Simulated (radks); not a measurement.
**Zn²⁴⁺ in [He] 2s2 2p2: an all-electron calculation**

One table from this session's results is given with a row withheld; the runs are named, their logs left out.

Program: radks (a radial shooting solver on a logarithmic mesh, Libxc functionals) version 1. Level of theory: scalar-relativistic Kohn-Sham, SCAN, spin-polarised, spherical densities, finite nucleus; open shells are filled with parallel spins first. These are calculated values, not measurements, unless marked.

### The atom as given

```
element            : zinc (Z = 30)
charge             : +24
electrons          : 6
configuration      : [He] 2s2 2p2
nuclear rms radius : 3.9283 fm
```

Outer shells as boxes (Hund's rule):

Zn²⁴⁺
```
[He] core
2s [↑↓]
2p [↑ ][↑ ][  ]
```

The first run:

Settings of this run:

```text
Z 30
configuration [He] 2s2 2p2
relativity scalar-relativistic
functional scan,scan
spin polarised
nucleus finite rms 3.9283 fm
c 137.035999084
```

The run is started by

```bash
$ python run_ks.py task.json out
```

The same process makes all the runs of this session.

One table of the session follows, with a row left open; its other results are not shown here.

It belongs to the step «Shells». Sizes of the orbitals, from the radial functions (bohr):

```
  level      <r>  outermost maximum (interpolated)  90 % within
  1s up  0.05014                            0.0329       0.0895
1s down  0.05003                            0.0329       0.0893
  2s up   0.2112                             0.181        0.323
2s down        ?                                 ?            ?
  2p up   0.1818                             0.144        0.293
2p down   0.1835                             0.145        0.296
```

Estimate the missing values for 2s down.

As computed: <r>: 0.2126; outermost maximum (interpolated): 0.182; 90 % within: 0.326. In the column «<r>» it is the highest.

To keep in mind: Open shells are spherical and high-spin; term and fine-structure splittings are not resolved.
